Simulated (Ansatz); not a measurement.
Runs of Ansatz 0.2.0 on Cu2BrCl. Symmetry: R-3m, No. 166, trigonal system. The conventional cell has a = 3.711 Å, b = 3.711 Å, c = 18.143 Å, α = 90.00°, β = 90.00°, γ = 120.00°. Br (site symmetry -3m) is surrounded by 6 Cu at 2.64 Å. Cu (site symmetry 3m) is surrounded by 3 Cl at 2.61 Å and 3 Br at 2.64 Å. Around Cl (site symmetry -3m) lie 6 Cu at 2.61 Å. The cell comes from a database or a generator and needn't be the stable form of this composition.

```tsv
task	level	U	hubbard projectors	double counting	gap on the mesh (eV)	pressure (GPa)	largest force (eV/Å)
projected density of states	PBE+U	Cu d U = 8 eV	ortho-atomic (the default)	fll (the default)	1.91	3.1	0.13
projected density of states	PBE+U	Cu d U = 6 eV	ortho-atomic (the default)	fll (the default)	1.62	2.7	0.13
projected density of states	PBE+U	Cu d U = 2 eV	ortho-atomic (the default)	fll (the default)	0.75	1.7	0.12
projected density of states	PBE+U	Cu d U = 4 eV	ortho-atomic (the default)	fll (the default)	1.23	2.2	0.12
projected density of states	PBE+U	Cu d U = 1 eV	ortho-atomic (the default)	fll (the default)	0.48	1.4	0.12
projected density of states	PBE+U	Cu d U = 5 eV	ortho-atomic (the default)	fll (the default)	1.43	(a)	0.13
projected density of states	PBE+U	Cu d U = 3 eV	ortho-atomic (the default)	fll (the default)	1.00	2.0	0.12
projected density of states	PBE	-	-	-	0.20	(b)	0.11
```

Alike in all rows: potentials or basis Ansatz PAW; no spin polarisation; cell as given; k mesh 8 × 8 × 8; cutoff (eV) 420; smearing fermi-dirac 0.05 eV.

Problem. Fill in the values left out.

Solution. (a) 2.5; (b) 1.1.

Caveats: the density of states is complete only up to the lowest level of the last band computed.

A k mesh can miss the band edges, and the runs leave out spin-orbit coupling on Br.

Not every run made on this cell is shown here.
